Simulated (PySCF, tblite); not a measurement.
# C6H11FS: a rotation path, then NMR shifts on frames, part 2 of 2

tblite 0.8.0 and PySCF 2.14.0. Atoms count from 0. The steps go on from the part before.

### Step 5. NMR shieldings: image 5, PBE0/pcSseg-1

What the job is given:

```
{"job": {"kind": "nmr", "xc": "PBE0", "basis": "pcSseg-1", "pop": false}, "charge": 0, "multiplicity": 1}
C      1.881500    -0.298400    -1.587000
C      1.153300     0.624500    -0.617100
C      0.230600    -0.053700     0.416700
C     -0.167900     0.985100     1.467500
F      0.990500    -1.022100     1.086100
C     -0.966100    -0.792800    -0.171500
C     -2.308500    -0.586900     0.441600
S     -0.815700    -1.889200    -1.359300
H      2.362800    -1.108300    -1.045500
H      2.645100     0.269700    -2.114700
H      1.207700    -0.723500    -2.323400
H      0.563500     1.362300    -1.165100
H      1.908700     1.159500    -0.036400
H      0.732200     1.428600     1.886000
H     -0.724500     0.526800     2.279900
H     -0.762100     1.773400     1.014200
H     -2.304500    -0.988400     1.456800
H     -3.058300    -1.122600    -0.135600
H     -2.578000     0.465300     0.499300
```

Method: GIAO PBE0/pcSseg-1 NMR shielding, non-relativistic, gas phase.

Output:

```text
coarse grid: 16048 points
cycle   1  E = -732.5395266881  dE =  8.180e-01  |g| = 6.492e-01  |ddm| = 3.850e+00
cycle   2  E = -732.4210485304  dE =  1.185e-01  |g| = 1.020e+00  |ddm| = 1.422e+00
cycle   3  E = -732.6230868172  dE = -2.020e-01  |g| = 1.990e-01  |ddm| = 1.034e+00
cycle   4  E = -732.6328007345  dE = -9.714e-03  |g| = 6.136e-02  |ddm| = 2.722e-01
cycle   5  E = -732.6337307407  dE = -9.300e-04  |g| = 2.292e-02  |ddm| = 9.287e-02
cycle   6  E = -732.6338355757  dE = -1.048e-04  |g| = 3.103e-03  |ddm| = 2.137e-02
cycle   7  E = -732.6338374013  dE = -1.826e-06  |g| = 1.065e-03  |ddm| = 3.870e-03
final grid: 149696 points
cycle   8  E = -732.6930793069  dE = -5.239e-05  |g| = 1.237e-02  |ddm| = 4.064e-02
cycle   9  E = -732.6929958311  dE =  8.348e-05  |g| = 2.166e-02  |ddm| = 3.376e-02
cycle  10  E = -732.6931142500  dE = -1.184e-04  |g| = 3.805e-03  |ddm| = 2.578e-02
cycle  11  E = -732.6931180150  dE = -3.765e-06  |g| = 3.890e-04  |ddm| = 3.962e-03
cycle  12  E = -732.6931180370  dE = -2.194e-08  |g| = 2.075e-04  |ddm| = 4.955e-04
cycle  13  E = -732.6931180435  dE = -6.500e-09  |g| = 4.151e-05  |ddm| = 1.723e-04
cycle  14  E = -732.6931180439  dE = -4.366e-10  |g| = 7.341e-06  |ddm| = 6.900e-05
converged SCF energy = -732.6931180439

GIAO shielding tensors (ppm)
atom      isotropic    diamagn.    paramagn.     s11        s22        s33       span
  0 C      175.175     244.373     -69.198    167.853    176.541    181.131     13.278
  1 C      146.299     249.536    -103.237    126.760    143.067    169.069     42.310
  2 C       94.356     243.165    -148.809     57.904     90.475    134.691     76.787
  3 C      157.014     249.707     -92.693    140.464    149.372    181.205     40.740
  4 F      321.245     477.201    -155.956    238.529    334.459    390.748    152.219
  5 C      -95.130     260.022    -355.152   -265.028   -154.528    134.165    399.193
  6 C      139.416     247.779    -108.362    119.067    121.560    177.622     58.556
  7 S     -682.043    1058.296   -1740.339  -2240.765   -431.333    625.969   2866.734
  8 H       30.134      29.510       0.623     25.942     29.327     35.131      9.189
  9 H       30.870      27.721       3.149     25.621     28.485     38.505     12.884
 10 H       29.489      29.796      -0.307     22.435     29.966     36.065     13.630
 11 H       30.217      32.206      -1.989     25.539     30.756     34.355      8.816
 12 H       29.730      32.324      -2.594     23.752     31.310     34.127     10.376
 13 H       30.054      30.725      -0.671     26.064     29.329     34.770      8.707
 14 H       29.504      31.153      -1.650     25.542     27.922     35.047      9.506
 15 H       30.190      31.690      -1.501     27.053     28.288     35.228      8.174
 16 H       28.477      28.965      -0.488     24.763     28.271     32.397      7.634
 17 H       28.312      29.331      -1.018     24.564     28.699     31.675      7.111
 18 H       28.638      29.871      -1.233     24.279     29.676     31.960      7.681
```

It took 55 s on 1 thread of Arm Neoverse N1, shared host; peak memory 0.95 GiB.

This run: δ C5 282.1, C2 92.6, C6 47.5, C1 40.6, H17 3.40, H16 3.24 ppm.

### Step 6. NMR shieldings: image 6, PBE0/pcSseg-1

What the job is given:

```
{"job": {"kind": "nmr", "xc": "PBE0", "basis": "pcSseg-1", "pop": false}, "charge": 0, "multiplicity": 1}
C      1.746700    -0.249600    -1.629700
C      1.084400     0.645000    -0.590600
C      0.291100    -0.105000     0.503400
C     -0.120800     0.880800     1.596400
F      1.173700    -1.008600     1.096700
C     -0.870100    -0.906200    -0.053700
C     -2.262000    -0.457400     0.231500
S     -0.615800    -2.266700    -0.902700
H      2.331500    -1.023600    -1.139600
H      2.410800     0.346900    -2.251700
H      1.013500    -0.725900    -2.274600
H      0.417400     1.361900    -1.073200
H      1.865100     1.202600    -0.068200
H      0.771000     1.361800     1.990500
H     -0.615300     0.360700     2.412600
H     -0.779600     1.645400     1.197100
H     -2.474900    -0.579500     1.294900
H     -2.967600    -1.065200    -0.329500
H     -2.408900     0.591900    -0.017000
```

Method: GIAO PBE0/pcSseg-1 NMR shielding, non-relativistic, gas phase.

Output:

```text
coarse grid: 16048 points
cycle   1  E = -732.5445734907  dE =  8.248e-01  |g| = 6.472e-01  |ddm| = 3.854e+00
cycle   2  E = -732.4205783616  dE =  1.240e-01  |g| = 1.031e+00  |ddm| = 1.489e+00
cycle   3  E = -732.6276411271  dE = -2.071e-01  |g| = 2.036e-01  |ddm| = 1.086e+00
cycle   4  E = -732.6378368535  dE = -1.020e-02  |g| = 6.108e-02  |ddm| = 2.746e-01
cycle   5  E = -732.6387681668  dE = -9.313e-04  |g| = 2.199e-02  |ddm| = 9.317e-02
cycle   6  E = -732.6388651885  dE = -9.702e-05  |g| = 3.100e-03  |ddm| = 2.084e-02
cycle   7  E = -732.6388669835  dE = -1.795e-06  |g| = 1.071e-03  |ddm| = 3.841e-03
final grid: 149696 points
cycle   8  E = -732.6979476531  dE = -5.882e-05  |g| = 1.238e-02  |ddm| = 4.408e-02
cycle   9  E = -732.6978637640  dE =  8.389e-05  |g| = 2.173e-02  |ddm| = 3.382e-02
cycle  10  E = -732.6979825153  dE = -1.188e-04  |g| = 3.799e-03  |ddm| = 2.577e-02
cycle  11  E = -732.6979862534  dE = -3.738e-06  |g| = 3.872e-04  |ddm| = 3.969e-03
cycle  12  E = -732.6979862769  dE = -2.351e-08  |g| = 1.992e-04  |ddm| = 4.995e-04
cycle  13  E = -732.6979862830  dE = -6.080e-09  |g| = 4.235e-05  |ddm| = 1.703e-04
cycle  14  E = -732.6979862834  dE = -4.441e-10  |g| = 8.548e-06  |ddm| = 6.934e-05
converged SCF energy = -732.6979862834

GIAO shielding tensors (ppm)
atom      isotropic    diamagn.    paramagn.     s11        s22        s33       span
  0 C      177.090     245.375     -68.284    170.834    177.083    183.354     12.519
  1 C      148.703     250.163    -101.460    133.273    143.268    169.566     36.294
  2 C       88.632     244.319    -155.688     56.489     81.736    127.670     71.181
  3 C      157.813     249.076     -91.263    140.056    150.991    182.393     42.337
  4 F      318.194     476.926    -158.732    241.637    323.051    389.895    148.259
  5 C      -88.557     260.903    -349.460   -256.741   -141.589    132.658    389.399
  6 C      141.956     248.094    -106.137    120.811    126.083    178.975     58.164
  7 S     -648.740    1058.169   -1706.909  -2166.756   -430.960    651.496   2818.252
  8 H       30.194      29.652       0.541     25.781     28.953     35.847     10.066
  9 H       30.870      27.862       3.008     25.660     28.349     38.601     12.941
 10 H       30.573      30.167       0.406     24.868     31.223     35.628     10.759
 11 H       30.423      32.528      -2.105     25.496     30.702     35.071      9.575
 12 H       29.754      32.297      -2.544     24.426     30.752     34.084      9.658
 13 H       30.018      30.478      -0.460     26.100     28.916     35.039      8.939
 14 H       29.677      30.830      -1.153     25.980     27.571     35.481      9.501
 15 H       29.938      31.583      -1.645     26.990     28.091     34.734      7.744
 16 H       28.571      29.097      -0.526     24.507     28.800     32.406      7.899
 17 H       28.409      29.364      -0.955     24.491     28.646     32.090      7.599
 18 H       28.847      30.393      -1.546     24.885     29.299     32.356      7.470
```

Wall time 55 s (1 thread of Arm Neoverse N1, shared host); peak memory 0.95 GiB.

Key values: δ C5 275.5, C2 98.3, C6 45.0, C1 38.2, H17 3.31, H16 3.15 ppm.

### Step 7. NMR shieldings: image 8, PBE0/pcSseg-1

What the job is given:

```
{"job": {"kind": "nmr", "xc": "PBE0", "basis": "pcSseg-1", "pop": false}, "charge": 0, "multiplicity": 1}
C      1.401900    -0.162800    -1.689400
C      0.976800     0.695300    -0.504000
C      0.389800    -0.143500     0.647100
C     -0.044300     0.744600     1.816300
F      1.418500    -0.945900     1.121000
C     -0.740300    -1.027800     0.174500
C     -2.012200    -0.354700    -0.215000
S     -0.590800    -2.640500     0.103000
H      2.071200    -0.952200    -1.356300
H      1.921900     0.447000    -2.423900
H      0.540800    -0.624700    -2.167300
H      0.243800     1.441300    -0.813500
H      1.847800     1.219300    -0.105100
H      0.823400     1.283400     2.189800
H     -0.438700     0.127200     2.620200
H     -0.797800     1.459000     1.501600
H     -2.531500    -0.003000     0.677400
H     -2.659800    -1.060100    -0.729500
H     -1.830000     0.507400    -0.854600
```

With the program's defaults for keys left out, this is: GIAO PBE0/pcSseg-1 NMR shielding, non-relativistic, gas phase.

Output:

```text
coarse grid: 16048 points
cycle   1  E = -732.5543503671  dE =  8.263e-01  |g| = 6.395e-01  |ddm| = 3.841e+00
cycle   2  E = -732.4324309183  dE =  1.219e-01  |g| = 1.026e+00  |ddm| = 1.561e+00
cycle   3  E = -732.6356293030  dE = -2.032e-01  |g| = 2.017e-01  |ddm| = 1.144e+00
cycle   4  E = -732.6455547163  dE = -9.925e-03  |g| = 5.946e-02  |ddm| = 2.724e-01
cycle   5  E = -732.6464398255  dE = -8.851e-04  |g| = 2.090e-02  |ddm| = 9.286e-02
cycle   6  E = -732.6465285646  dE = -8.874e-05  |g| = 3.082e-03  |ddm| = 2.030e-02
cycle   7  E = -732.6465303037  dE = -1.739e-06  |g| = 1.041e-03  |ddm| = 3.840e-03
final grid: 149696 points
cycle   8  E = -732.7056111878  dE = -5.736e-05  |g| = 1.232e-02  |ddm| = 3.925e-02
cycle   9  E = -732.7055285218  dE =  8.267e-05  |g| = 2.169e-02  |ddm| = 3.312e-02
cycle  10  E = -732.7056457256  dE = -1.172e-04  |g| = 3.639e-03  |ddm| = 2.598e-02
cycle  11  E = -732.7056491257  dE = -3.400e-06  |g| = 3.886e-04  |ddm| = 3.953e-03
cycle  12  E = -732.7056491527  dE = -2.701e-08  |g| = 1.774e-04  |ddm| = 5.089e-04
cycle  13  E = -732.7056491575  dE = -4.823e-09  |g| = 4.784e-05  |ddm| = 1.562e-04
cycle  14  E = -732.7056491580  dE = -5.377e-10  |g| = 9.007e-06  |ddm| = 7.388e-05
converged SCF energy = -732.7056491580

GIAO shielding tensors (ppm)
atom      isotropic    diamagn.    paramagn.     s11        s22        s33       span
  0 C      176.256     246.993     -70.737    167.713    177.909    183.147     15.434
  1 C      149.110     250.484    -101.374    133.011    142.829    171.489     38.478
  2 C       79.210     244.792    -165.582     50.273     73.646    113.711     63.438
  3 C      157.326     248.709     -91.383    136.711    150.065    185.202     48.491
  4 F      332.928     476.191    -143.263    293.041    331.605    374.138     81.097
  5 C      -85.840     262.281    -348.122   -257.446   -130.351    130.277    387.723
  6 C      146.227     249.174    -102.948    123.883    132.356    182.442     58.559
  7 S     -575.063    1057.701   -1632.764  -2012.545   -391.237    678.593   2691.138
  8 H       30.346      29.911       0.435     25.237     29.756     36.044     10.807
  9 H       30.870      28.297       2.573     25.936     27.782     38.891     12.955
 10 H       31.175      30.624       0.551     25.872     31.282     36.369     10.498
 11 H       29.810      32.946      -3.136     26.188     29.387     33.854      7.666
 12 H       29.789      31.978      -2.189     25.850     29.362     34.156      8.306
 13 H       29.966      30.237      -0.271     26.533     28.030     35.334      8.801
 14 H       30.050      30.095      -0.045     26.733     27.350     36.067      9.333
 15 H       30.057      31.262      -1.206     26.321     29.075     34.774      8.453
 16 H       28.862      29.496      -0.634     24.858     28.857     32.872      8.014
 17 H       28.423      29.794      -1.371     24.497     28.343     32.430      7.933
 18 H       28.963      31.142      -2.179     25.221     29.667     32.000      6.779
```

Wall time 56 s (1 thread of Arm Neoverse N1, shared host); peak memory 0.95 GiB.

In short: δ C5 272.8, C2 107.7, C6 40.7, C1 37.8, H17 3.29, H16 2.85 ppm.

### Step 8. Comparing the runs: NMR shifts

Shifts (ppm) of some atoms, chosen among heavy atoms and hydrogens apart, with basis size and wall time:

| frame | C5 | C2 | C6 | H11 | H10 | F4 | S7 | functions | time |
| --- | --- | --- | --- | --- | --- | --- | --- | --- | --- |
| image 0 | 286.8 | 112.6 | 44.8 | 2.33 | 0.83 | -183.3 | 924 | 198 | 69 s |
| image 2 | 280.6 | 106.2 | 40.6 | 2.65 | 1.34 | -183.6 | 1014 | 198 | 55 s |
| image 5 | 282.1 | 92.6 | 47.5 | 1.50 | 2.23 | -150.3 | 1186 | 198 | 55 s |
| image 6 | 275.5 | 98.3 | 45.0 | 1.29 | 1.14 | -147.2 | 1152 | 198 | 55 s |
| image 8 | 272.8 | 107.7 | 40.7 | 1.91 | 0.54 | -162.0 | 1079 | 198 | 56 s |

### Step 9. Summary of results

The summary covers parts 1 to 2.

| quantity | value |
| --- | --- |
| barrier | 0.363 eV (8.4 kcal/mol) at image 5 |
| end to end (GFN2-xTB) | 0.186 eV |
| 13C shifts against TMS (PBE0/pcSseg-1, image 0) | 286.8, 112.6, 44.8, 43.4, 34.9, 9.3 ppm |
| 1H shifts against TMS (PBE0/pcSseg-1, image 0) | 3.41, 3.27, 3.20, 2.33, 1.94, 1.88, 1.68, 1.55, 1.31, 0.88, 0.83 ppm |
| 19F shifts against CFCl3 (PBE0/pcSseg-1, image 0) | -183.3 ppm |
| 33S shifts against CS2 (PBE0/pcSseg-1, image 0) | 924 ppm |
| surface potential, 1st and 99th percentile | -0.96 V and 0.83 V |
| range of the shift of S7 | 924 to 1186 ppm |

In words: Along the band the dihedral turns by 171°, and the top (dihedral 226°) lies 8.4 kcal/mol above the start (GFN2-xTB, rough), so at room temperature this motion is fast. The top was not checked by a frequency run. Shifts at one fixed geometry are not the observed spectrum, which averages over the motion. In the first frame run (image 0): Shielding is most anisotropic at S7 (span 2219 ppm, paramagnetic term -1479 ppm). At PBE0/pcSseg-1, counted by nearest atom on the grid, the HOMO lies on S7 79 %, the LUMO on C5 43 %; S7 37 %. Across the 5 runs the shift of S7 moves most, between 924 (image 0) and 1186 ppm (image 5).
